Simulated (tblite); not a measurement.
# C4H10Ge2O2: the cost of one run

Computed with tblite 0.8.0 and PySCF 2.14.0, with density-fitted response routines of our own, on a single molecule in the gas phase. Atoms are numbered from 0 throughout.

**1. The molecule as given**

18 atoms, charge 0, multiplicity 1; geometry from: force field or distance geometry start.

Bonds of the start (Å): C0–C1 1.49, C1–O2 1.25, C1–C3 1.46, C3–C4 1.33, C4–Ge5 1.92, Ge5–O6 1.81, O6–Ge7 1.78, C0–H8 1.12, C0–H9 1.11, C0–H10 1.11, C3–H11 1.10, C4–H12 1.09, Ge5–H13 1.54, Ge5–H14 1.55, Ge7–H15 1.55, Ge7–H16 1.54, Ge7–H17 1.54.

**2. Optimising the geometry with GFN2-xTB**

Job settings and geometry (Å):

```
{"job": {"kind": "relax", "xc": "GFN2-xTB", "basis": "xTB"}, "charge": 0, "multiplicity": 1}
C     -3.493700    -0.239700    -0.932400
C     -2.055000     0.003100    -0.648700
O     -1.461400     1.032500    -1.044500
C     -1.382800    -1.035700     0.127800
C     -0.097000    -0.947000     0.464600
Ge     0.935500     0.576900    -0.091400
O      2.427600     0.502500     0.938000
Ge     3.862100     0.553700    -0.122500
H     -3.663000    -1.342900    -0.992000
H     -3.820200     0.208100    -1.889100
H     -4.056900     0.130300    -0.050200
H     -1.937200    -1.924400     0.466300
H      0.322900    -1.763500     1.047500
H      1.432500     0.491100    -1.550900
H      0.262900     1.935600     0.240400
H      5.070900     0.248800     0.795100
H      3.719600    -0.397800    -1.327400
H      3.924300     1.974600    -0.706900
```

On the command line:

```sh
> OMP_NUM_THREADS=1 python probes_run.py task.json out
```

One launch serves the whole session: the jobs run in the order shown.

Q: Estimate the wall time of this first job on 1 thread of Arm Neoverse N1, shared host.

About 1.5 s.
